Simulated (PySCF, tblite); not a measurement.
**AsBFH3: geometry, infrared bands, NMR shifts, spin-spin couplings, electronic excitations and core binding energies**

What infrared bands, NMR shifts, spin-spin couplings, electronic excitations and core binding energies should AsBFH3 (`FB[AsH2]`) show?

Computed with tblite 0.8.0 and PySCF 2.14.0, with density-fitted response routines of our own, on a single molecule in the gas phase. Atoms are numbered from 0 throughout.

### Step 1. The molecule as given

6 atoms, charge 0, multiplicity 1; geometry from: GFN2-xTB.

Bonds of the start (Å): F0–B1 1.32, B1–As2 2.01, B1–H3 1.18, As2–H4 1.50, As2–H5 1.50.

### Step 2. Infrared spectrum with GFN2-xTB

What the job is given:

```
{"job": {"kind": "ir", "xc": "GFN2-xTB", "basis": "xTB"}, "charge": 0, "multiplicity": 1}
F      1.521780     1.094398     0.083913
B      0.879875    -0.045459    -0.063608
As    -1.028178    -0.024996    -0.699242
H      1.525592    -1.012480     0.127301
H     -1.433835     1.063148     0.247144
H     -1.462112    -1.072619     0.282917
```

What it wrote:

```text
mode    cm-1     km/mol
  1     134.2      1.85
  2     238.7      6.11
  3     455.8     24.99
  4     530.0     21.69
  5     702.6     26.58
  6     745.1     45.21
  7    1001.3    207.81
  8    1047.9     70.83
  9    1231.0    327.56
 10    1923.0    591.79
 11    1936.8    727.55
 12    2565.9    157.29
```

Which atoms move in the most intense modes:

```tsv
cm⁻¹	km/mol	atoms
703	26.6	H5 49 %, H4 28 %, B1 16 %
745	45.2	H3 30 %, B1 29 %, H4 29 %
1001	207.8	H5 49 %, H4 48 %
1048	70.8	H3 81 %, F0 11 %
1231	327.6	B1 65 %, F0 29 %
1923	591.8	H5 94 %
1937	727.5	H4 94 %
2566	157.3	H3 92 %
```

### Step 3. Geometry optimisation at PBE0-D3(BJ)/def2-SVP

Same as in step 2 but for these lines:

```diff
@@ -1,2 +1,2 @@
-{"job": {"kind": "ir", "xc": "GFN2-xTB", "basis": "xTB"}, "charge": 0, "multiplicity": 1}
+{"job": {"xc": "PBE0", "basis": "def2-SVP", "d3": "d3bj", "grid": 1, "kind": "geom"}, "charge": 0, "multiplicity": 1}
 F      1.521780     1.094398     0.083913
```

What it wrote:

```text
step   0  E = -2361.62996369  max force = 0.016085
step   1  E = -2361.63164890  max force = 0.005083
step   2  E = -2361.63173840  max force = 0.000625
step   3  E = -2361.63175262  max force = 0.000622
step   4  E = -2361.63174034  max force = 0.001362
step   5  E = -2361.63174427  max force = 0.001085
step   6  E = -2361.63175012  max force = 0.000855
step   7  E = -2361.63175412  max force = 0.000336
optimisation converged
```

It took 11 s on 1 thread, shared host.

Along the way:

```tsv
step	energy from step 0 (eV)	largest force component (eV/Å)
0	0.0000	0.8271
1	-0.0459	0.2614
2	-0.0483	0.0321
3	-0.0487	0.0320
4	-0.0483	0.0700
5	-0.0485	0.0558
6	-0.0486	0.0440
7	-0.0487	0.0173
```

Close pairs (by a distance rule), those that changed most:

```tsv
bond	before (Å)	after (Å)	change (Å)
B1–H3	1.178	1.211	+0.033
As2–H4	1.498	1.520	+0.022
As2–H5	1.500	1.519	+0.019
B1–As2	2.011	2.027	+0.015
F0–B1	1.316	1.319	+0.002
```

The end geometry stands in the next job.

```tsv
at the end point	value
point group (found at 0.08 Å tolerance)	C1
rotational constants (GHz, main isotopes)	38.731, 3.329, 3.142
dipole moment (D)	0.68
```

### Step 4. Nuclear shieldings: PBE0/pcSseg-1

What the job is given:

```
{"job": {"kind": "nmr", "xc": "PBE0", "basis": "pcSseg-1"}, "charge": 0, "multiplicity": 1}
F      1.592436     0.993463     0.194091
B      0.882465    -0.098737    -0.012190
As    -1.020588     0.042104    -0.694806
H      1.439836    -1.165872     0.122879
H     -1.408948     1.228578     0.171948
H     -1.550424    -1.016396     0.257138
```

Method: GIAO PBE0/pcSseg-1 NMR shielding, non-relativistic, gas phase.

What it wrote:

```text
coarse grid: 25232 points
cycle   1  E = -2361.7160547438  dE = -7.445e-01  |g| = 7.687e-01  |ddm| = 2.147e+00
cycle   2  E = -2361.6804533000  dE =  3.560e-02  |g| = 7.928e-01  |ddm| = 6.997e-01
cycle   3  E = -2361.7497994828  dE = -6.935e-02  |g| = 2.013e-01  |ddm| = 5.559e-01
cycle   4  E = -2361.7556688245  dE = -5.869e-03  |g| = 3.528e-02  |ddm| = 1.273e-01
cycle   5  E = -2361.7557602354  dE = -9.141e-05  |g| = 5.153e-03  |ddm| = 2.232e-02
cycle   6  E = -2361.7557642282  dE = -3.993e-06  |g| = 1.357e-03  |ddm| = 8.112e-03
final grid: 52008 points
cycle   7  E = -2361.7556345639  dE =  3.714e-08  |g| = 1.700e-03  |ddm| = 3.859e-03
cycle   8  E = -2361.7556344012  dE =  1.627e-07  |g| = 2.165e-03  |ddm| = 4.057e-03
cycle   9  E = -2361.7556352085  dE = -8.072e-07  |g| = 1.145e-04  |ddm| = 1.989e-03
cycle  10  E = -2361.7556352132  dE = -4.753e-09  |g| = 1.234e-05  |ddm| = 1.550e-04
cycle  11  E = -2361.7556352132  dE = -2.092e-11  |g| = 3.065e-06  |ddm| = 1.151e-05
converged SCF energy = -2361.7556352132

GIAO shielding tensors (ppm)
atom      isotropic    diamagn.    paramagn.     s11        s22        s33       span
  0 F      130.287     467.107    -336.820   -108.835     -4.113    503.810    612.645
  1 B       27.624     188.745    -161.121    -62.097     59.959     85.010    147.107
  2 As    1808.835    2879.304   -1070.470   1666.948   1762.432   1997.125    330.177
  3 H       24.305      27.715      -3.410     19.948     23.337     29.631      9.683
  4 H       28.509      29.260      -0.752     21.859     23.747     39.920     18.061
  5 H       28.591      29.093      -0.502     21.909     23.812     40.054     18.145
```

Run time: 4.5 s. Hardware: 1 thread, shared host.

Shifts follow as δ = σ(reference) − σ, with reference shieldings (ppm) from runs at the same level and on the same kind of geometry: 1H TMS 31.27, 19F CFCl3 177.2, 11B BF3·OEt2 100.7, 75As AsH3 1910. The references are single molecules in the gas phase, so shifts against H2O, NH3, PH3, H3PO4 or CFCl3 are not on the usual liquid scales and can be off by tens of ppm. Shifts against hydride references such as AlH4− lie on their own scale. Atoms listed in one row are averaged.

```tsv
atoms	environment	σ (ppm)	δ (ppm)
H3	hydrogen on a boron bonded to As, F	24.31	6.96
H4, H5	hydrogen on an arsenic bonded to B	28.55	2.72
F0	fluorine bonded to B	130.3	47.0
B1	boron bonded to As, F, H	27.6	73.1
As2	arsenic bonded to B, 2 H	1809	102
```

The run also stored atomic charges by several schemes (e):

```tsv
atoms	Mulliken	IAO	Hirshfeld	ESP fit
F0	-0.27	-0.29	-0.12	-0.22
B1	0.46	0.23	0.17	0.41
As2	-0.29	0.08	0.05	-0.20
```

Mayer bond orders: F0–B1 1.14, B1–As2 1.03.

### Step 5. J couplings: B3LYP/pcSseg-1+pcJ-1

Same as in step 4 but for these lines:

```diff
@@ -1,2 +1,2 @@
-{"job": {"kind": "nmr", "xc": "PBE0", "basis": "pcSseg-1"}, "charge": 0, "multiplicity": 1}
+{"job": {"kind": "j", "xc": "B3LYP", "basis": "pcJ-1"}, "charge": 0, "multiplicity": 1}
 F      1.592436     0.993463     0.194091
```

Method: B3LYP/pcJ-1 As:pcSseg-1 indirect spin-spin coupling, non-relativistic, gas phase.

What it wrote:

```text
coarse grid: 25232 points
cycle   1  E = -2362.1870858310  dE = -7.459e-01  |g| = 8.263e-01  |ddm| = 2.063e+00
cycle   2  E = -2362.1306912071  dE =  5.639e-02  |g| = 9.278e-01  |ddm| = 8.057e-01
cycle   3  E = -2362.2236777561  dE = -9.299e-02  |g| = 2.453e-01  |ddm| = 6.598e-01
cycle   4  E = -2362.2320692694  dE = -8.392e-03  |g| = 4.176e-02  |ddm| = 1.515e-01
cycle   5  E = -2362.2321882615  dE = -1.190e-04  |g| = 6.788e-03  |ddm| = 2.764e-02
cycle   6  E = -2362.2321957164  dE = -7.455e-06  |g| = 1.735e-03  |ddm| = 1.123e-02
final grid: 52008 points
cycle   7  E = -2362.2320292753  dE =  3.004e-07  |g| = 2.344e-03  |ddm| = 5.214e-03
cycle   8  E = -2362.2320286296  dE =  6.457e-07  |g| = 3.202e-03  |ddm| = 5.999e-03
cycle   9  E = -2362.2320306005  dE = -1.971e-06  |g| = 1.657e-04  |ddm| = 3.064e-03
cycle  10  E = -2362.2320306108  dE = -1.024e-08  |g| = 1.257e-05  |ddm| = 2.334e-04
cycle  11  E = -2362.2320306108  dE = -5.002e-11  |g| = 3.039e-06  |ddm| = 1.572e-05
converged SCF energy = -2362.2320306108

Indirect spin-spin couplings (Hz)
  i      j    bonds     total        FC       PSO       DSO        SD
  0 F    1 B    1   -226.638  -144.189   -78.369     0.655    -4.734
  0 F    3 H    2     50.182    57.941    -7.308    -1.096     0.644
  0 F    4 H    3     12.626    14.379    -1.911     0.370    -0.212
  0 F    5 H    3     19.089    22.577    -1.574    -1.900    -0.014
  1 B    3 H    1    173.034   172.654    -1.388     1.258     0.511
  1 B    4 H    2     -5.165    -4.698    -0.294    -0.197     0.024
  1 B    5 H    2     -3.047    -2.587    -0.446    -0.043     0.029
  3 H    4 H    3      3.237     4.431     1.181    -2.370    -0.004
  3 H    5 H    3      0.480     0.103    -0.047     0.376     0.048
  4 H    5 H    2     -7.197    -6.126     0.892    -2.050     0.087
```

It took 7.8 s on 1 thread, shared host.

A choice of the couplings up to four bonds, sorted by the number of bonds, with means over like pairs; isotopes 11B, 19F, 1H:

```tsv
pair	bonds	J (Hz)	Fermi contact (Hz)
F0–B1	1	-226.6	-144.2
B1–H3	1	173.0	172.7
F0–H3	2	50.2	57.9
H4–H5	2	-7.2	-6.1
B1–H4	2	-4.1	-3.6
F0–H4	3	15.9	18.5
H3–H4	3	1.9	2.3
```

The response was solved for the nuclei of B, F, H alone, so couplings that need other nuclei can be missing.

Quadrupole couplings from the field gradients of the same density:

```tsv
atom	isotope	eQq/h (MHz)	η
As2	75As	-171.6	0.49
B1	11B	4.078	0.50
```

Shifts (PBE0/pcSseg-1, unscaled) and these couplings together give the proton spectrum at 300 MHz below. Couplings to quadrupolar nuclei are left out.

1H NMR δ 6.96 (br, 1H), 2.72 (m, 2H).

### Step 6. Excited states and response: wB97X-D/def2-SVPD

Same as in step 5 but for these lines:

```diff
@@ -1,2 +1,2 @@
-{"job": {"kind": "j", "xc": "B3LYP", "basis": "pcJ-1"}, "charge": 0, "multiplicity": 1}
+{"job": {"kind": "uv", "xc": "wB97X-D", "basis": "def2-SVPD", "ip": true}, "charge": 0, "multiplicity": 1}
 F      1.592436     0.993463     0.194091
```

Level: TDDFT wB97X-D/def2-SVPD, vertical, gas phase, core orbitals frozen in the response.

What it wrote:

```text
coarse grid: 25232 points
cycle   1  E = -2362.0259246320  dE = -6.739e-01  |g| = 4.673e-01  |ddm| = 2.651e+00
cycle   2  E = -2362.0238367081  dE =  2.088e-03  |g| = 5.460e-01  |ddm| = 7.155e-01
cycle   3  E = -2362.0697841818  dE = -4.595e-02  |g| = 4.203e-02  |ddm| = 3.611e-01
cycle   4  E = -2362.0702155771  dE = -4.314e-04  |g| = 1.357e-02  |ddm| = 7.864e-02
cycle   5  E = -2362.0702787467  dE = -6.317e-05  |g| = 2.580e-03  |ddm| = 2.749e-02
cycle   6  E = -2362.0702813071  dE = -2.560e-06  |g| = 9.326e-04  |ddm| = 6.164e-03
final grid: 52008 points
cycle   7  E = -2362.0702829581  dE = -8.832e-07  |g| = 8.776e-04  |ddm| = 4.649e-03
cycle   8  E = -2362.0702830099  dE = -5.172e-08  |g| = 9.464e-04  |ddm| = 1.969e-03
cycle   9  E = -2362.0702831448  dE = -1.349e-07  |g| = 8.849e-05  |ddm| = 7.700e-04
cycle  10  E = -2362.0702831496  dE = -4.770e-09  |g| = 4.926e-05  |ddm| = 2.210e-04
cycle  11  E = -2362.0702831509  dE = -1.382e-09  |g| = 1.615e-05  |ddm| = 1.335e-04
cycle  12  E = -2362.0702831511  dE = -1.110e-10  |g| = 3.107e-06  |ddm| = 3.144e-05
converged SCF energy = -2362.0702831511

Static polarisability (au): isotropic 48.450, principal 42.355 45.765 57.230

Singlet excitations
state   eV       nm        f      main configurations
  1   5.0899    243.6   0.03363   H->L 0.85, H-1->L 0.12
  2   6.4598    191.9   0.04289   H-1->L 0.79, H->L 0.10
  3   6.5283    189.9   0.03814   H->L+1 0.57, H->L+2 0.31
  4   6.8719    180.4   0.10313   H->L+2 0.58, H->L+1 0.31
  5   7.6542    162.0   0.24187   H->L+3 0.60, H->L+4 0.28
  6   8.0981    153.1   0.03072   H-2->L 0.51, H-1->L+1 0.29
  7   8.2133    151.0   0.03043   H->L+4 0.34, H->L+3 0.19, H-2->L 0.16
  8   8.3843    147.9   0.05670   H-1->L+1 0.50, H-2->L 0.24
  9   8.6922    142.6   0.08350   H-1->L+2 0.65
 10   9.1399    135.7   0.05848   H->L+6 0.42, H->L+5 0.21, H-1->L+3 0.16

Triplet excitations (Tamm-Dancoff, eV): 4.3067 5.8228 5.8723 6.4092
Vertical ionisation energy (delta-SCF) = 9.9219 eV
```

Run time: 9.6 s. Hardware: 1 thread, shared host.

The orbitals next to the gap, with their largest atomic shares:

```tsv
orbital	eV	atoms
HOMO−3	-14.04	B1 30 %, F0 22 %, H3 21 %
HOMO−2	-12.36	As2 45 %, H5 26 %, H4 19 %
HOMO−1	-10.94	As2 38 %, B1 23 %, F0 11 %
HOMO	-9.35	As2 61 %, B1 17 %, F0 6 %
LUMO	0.55	B1 48 %, As2 20 %, F0 16 %
LUMO+1	1.75	B1 48 %, As2 28 %, H5 13 %
LUMO+2	2.21	As2 54 %, H4 20 %, B1 14 %
```

With each of the 10 states as a Gaussian band of 0.4 eV half-width at 1/e, the curve within the window shown has maxima at 243 nm (ε 1,400), 184 nm (ε 6,000), 161 nm (ε 11,000) L/(mol cm). Beyond the last state computed it falls off for lack of states. The curve at chosen wavelengths:

```csv
nm,ε (L/mol/cm)
131,1454
137,4061
143,5929
148,6359
154,7497
160,10468
166,8268
171,5230
177,5150
183,6018
189,5368
194,3933
200,2074
206,819
212,281
217,201
223,374
229,731
235,1116
240,1322
246,1334
252,1121
258,803
263,548
269,310
275,158
```

Ground-state properties from the same run:

```tsv
property	computed
dipole moment (D)	0.75
polarisability (Å³)	7.18
HOMO–LUMO gap (eV)	9.90
−ε(HOMO) (eV)	9.35
```

### Step 7. Shielding tensors: mPW1PW91/pcSseg-2

Same as in step 6 but for these lines:

```diff
@@ -1,2 +1,2 @@
-{"job": {"kind": "uv", "xc": "wB97X-D", "basis": "def2-SVPD", "ip": true}, "charge": 0, "multiplicity": 1}
+{"job": {"kind": "nmr", "xc": "mPW1PW91", "basis": "pcSseg-2", "pop": false}, "charge": 0, "multiplicity": 1}
 F      1.592436     0.993463     0.194091
```

Method: GIAO mPW1PW91/pcSseg-2 NMR shielding, non-relativistic, gas phase.

What it wrote:

```text
coarse grid: 25232 points
cycle   1  E = -2362.6038463711  dE = -7.582e-01  |g| = 9.449e-01  |ddm| = 1.700e+00
cycle   2  E = -2362.5529635986  dE =  5.088e-02  |g| = 1.006e+00  |ddm| = 5.160e-01
cycle   3  E = -2362.6453184479  dE = -9.235e-02  |g| = 2.202e-01  |ddm| = 3.817e-01
cycle   4  E = -2362.6522246223  dE = -6.906e-03  |g| = 5.676e-02  |ddm| = 9.606e-02
cycle   5  E = -2362.6524814724  dE = -2.569e-04  |g| = 7.319e-03  |ddm| = 1.713e-02
cycle   6  E = -2362.6524878514  dE = -6.379e-06  |g| = 1.926e-03  |ddm| = 6.511e-03
final grid: 52008 points
cycle   7  E = -2362.6524288948  dE =  1.451e-07  |g| = 2.651e-03  |ddm| = 3.682e-03
cycle   8  E = -2362.6524284089  dE =  4.859e-07  |g| = 3.697e-03  |ddm| = 3.803e-03
cycle   9  E = -2362.6524301561  dE = -1.747e-06  |g| = 2.224e-04  |ddm| = 1.793e-03
cycle  10  E = -2362.6524301728  dE = -1.671e-08  |g| = 2.147e-05  |ddm| = 2.214e-04
cycle  11  E = -2362.6524301728  dE = -6.821e-11  |g| = 5.890e-06  |ddm| = 1.232e-05
converged SCF energy = -2362.6524301728

GIAO shielding tensors (ppm)
atom      isotropic    diamagn.    paramagn.     s11        s22        s33       span
  0 F      138.230     467.107    -328.876    -92.916     14.417    493.190    586.105
  1 B       23.827     189.747    -165.920    -68.481     58.200     81.762    150.243
  2 As    1803.300    2878.573   -1075.273   1664.626   1760.122   1985.152    320.526
  3 H       24.326      28.152      -3.827     19.900     23.393     29.684      9.784
  4 H       28.556      29.526      -0.971     22.042     23.883     39.742     17.700
  5 H       28.615      29.338      -0.723     22.035     24.007     39.802     17.767
```

Run time: 8.6 s. Hardware: 1 thread, shared host.

This run: δ F0 39.0, B1 75.3, As2 99, H3 6.97, H4 2.71 ppm (means over like atoms).

### Step 8. Core holes by ΔSCF: SCAN, X2C

Same as in step 7 but for these lines:

```diff
@@ -1,2 +1,2 @@
-{"job": {"kind": "nmr", "xc": "mPW1PW91", "basis": "pcSseg-2", "pop": false}, "charge": 0, "multiplicity": 1}
+{"job": {"kind": "xps"}, "charge": 0, "multiplicity": 1}
 F      1.592436     0.993463     0.194091
```

Level: delta-SCF UKS SCAN, pcX-2 on the ionised atom, pcseg-1 elsewhere, spin-free X2C.

What it wrote:

```text
ground state, core basis on atom 0 (F), 101 functions
  cycle   1  E = -2382.00356724  |g| = 5.21e-01
  cycle   2  E = -2381.88132345  |g| = 1.06e+00
  cycle   3  E = -2382.04191588  |g| = 6.58e-02
  cycle   4  E = -2382.04285636  |g| = 2.94e-02
  cycle   5  E = -2382.04311067  |g| = 7.18e-03
  cycle   6  E = -2382.04312088  |g| = 3.37e-03
  cycle   7  E = -2382.04312599  |g| = 8.27e-04
  cycle   8  E = -2382.04312667  |g| = 1.84e-04
  E(ground) = -2381.94228009 Eh
hole in F 1s of atom 0
  cycle   1  E = -2355.66298377  |g| = 2.58e+00
  cycle   2  E = -2355.24426027  |g| = 2.22e+00
  cycle   3  E = -2356.33307723  |g| = 5.38e-01
  cycle   4  E = -2356.25113677  |g| = 6.04e-01
  cycle   5  E = -2356.55094774  |g| = 7.24e-02
  cycle   6  E = -2356.55517745  |g| = 2.56e-02
  cycle   7  E = -2356.55573049  |g| = 6.80e-03
  cycle   8  E = -2356.55577367  |g| = 1.18e-03
  cycle   9  E = -2356.55577638  |g| = 2.94e-04
  E(ion) = -2356.46098886 Eh   <S^2> = 0.7563   hole on atom = 1.000   binding energy = 693.381 eV
ground state, core basis on atom 1 (B), 101 functions
  cycle   1  E = -2381.99320075  |g| = 1.20e-01
  cycle   2  E = -2381.98852784  |g| = 2.03e-01
  cycle   3  E = -2381.99512878  |g| = 1.09e-02
  cycle   4  E = -2381.99514222  |g| = 5.19e-03
  cycle   5  E = -2381.99515102  |g| = 6.19e-04
  cycle   6  E = -2381.99514993  |g| = 2.19e-04
  E(ground) = -2381.89284921 Eh
hole in B 1s of atom 1
  cycle   1  E = -2374.30953548  |g| = 1.16e+00
  cycle   2  E = -2372.59737488  |g| = 1.89e+00
  cycle   3  E = -2374.52102938  |g| = 4.93e-01
  cycle   4  E = -2374.57249534  |g| = 4.51e-01
  cycle   5  E = -2374.70933229  |g| = 1.55e-01
  cycle   6  E = -2374.71785414  |g| = 6.35e-02
  cycle   7  E = -2374.71939187  |g| = 2.34e-02
  cycle   8  E = -2374.71991891  |g| = 1.26e-02
  cycle   9  E = -2374.72012230  |g| = 8.56e-03
  cycle  10  E = -2374.72023757  |g| = 5.67e-03
  cycle  11  E = -2374.72026933  |g| = 1.05e-03
  cycle  12  E = -2374.72026994  |g| = 4.60e-04
  E(ion) = -2374.61906590 Eh   <S^2> = 0.9265   hole on atom = 1.000   binding energy = 197.930 eV
```

Run time: 5.3 s. Hardware: 1 thread, shared host.

The holes in one table. −ε is the ground-state orbital energy:

```tsv
hole	stands for	environment	ΔSCF (eV)	−ε (eV)	⟨S²⟩
F1s on F0	F0	fluorine bonded to B	693.38	667.4	0.756
B1s on B1	B1	boron bonded to As, F, H	197.93 (doubtful)	182.2	0.927
```

Doubtful: the ion did not converge, its hole moved, or its ⟨S²⟩ is well above 0.75.

### Step 9. Run by run: NMR shifts

Shifts (ppm), means over like atoms, with basis size and wall time:

```tsv
run	H3	H4	F0	B1	As2	functions	time
PBE0/pcSseg-1	6.96	2.72	47.0	73.1	102	90	4.5 s
mPW1PW91/pcSseg-2	6.97	2.71	39.0	75.3	99	177	8.6 s
```

### Step 10. What came out

| quantity | value |
| --- | --- |
| strongest single infrared mode (GFN2-xTB) | 1937 cm⁻¹, 728 km/mol |
| zero-point energy (GFN2-xTB) | 17.9 kcal/mol |
| point group | C1 |
| rotational constants (main isotopes) | 38.73, 3.33, 3.14 GHz |
| 1H shifts against TMS (PBE0/pcSseg-1, means over atoms taken as alike) | 6.96, 2.72 ppm |
| 19F shifts against CFCl3 (PBE0/pcSseg-1) | 47.0 ppm |
| 11B shifts against BF3·OEt2 (PBE0/pcSseg-1) | 73.1 ppm |
| 75As shifts against AsH3 (PBE0/pcSseg-1) | 102 ppm |
| largest coupling of the table (B3LYP/pcSseg-1+pcJ-1) | 1J(F,B) F0–B1, -226.6 Hz |
| lowest singlet (wB97X-D/def2-SVPD) | 5.09 eV (244 nm), f = 0.034 |
| brightest single state of those computed | state 5, 7.65 eV, f = 0.242 |
| lowest triplet | 4.31 eV |
| vertical ionisation energy (ΔSCF) | 9.92 eV |
| F1s binding energies, SCAN/pcX-2 | F0 693.38 eV |
| range of the shift of F0 | 39.0 to 47.0 ppm |

In words: All 12 modes are real, so the xTB geometry is a minimum. The strongest single mode, at 1937 cm⁻¹, moves mainly H4. GFN2-xTB is a fitted tight-binding method: band positions and strengths are rough. Its intensities can rank the bands wrongly. Relaxing lowered the energy by 0.049 eV in 7 steps; the close pair that moved most is B1–H3, from 1.178 to 1.211 Å. No frequency check was run at this level, so the end point may be a saddle. At PBE0/pcSseg-1: The largest span, 613 ppm, is at F0, where the paramagnetic term is -337 ppm. Of the pairs tabulated at B3LYP/pcSseg-1+pcJ-1, F0–B1 couples most strongly (-226.6 Hz; Fermi contact -144.2 Hz). The first singlet state (HOMO→LUMO 0.85, HOMO−1→LUMO 0.12) lies at 5.09 eV and is weak; of the 10 states computed, the strongest absorption comes from state 5 at 7.65 eV. The lowest triplet lies 0.78 eV below the lowest singlet (triplets in Tamm-Dancoff, singlets in full TDDFT). The orbital energy would give 9.35 eV for ionisation, ΔSCF gives 9.92 eV. In ppm, F0 moves most: its shift spreads over 8.0 ppm, from 39.0 (mPW1PW91/pcSseg-2) to 47.0 (PBE0/pcSseg-1). Spin-orbit coupling is left out, which matters for shieldings and couplings at and beside the heavy atoms.
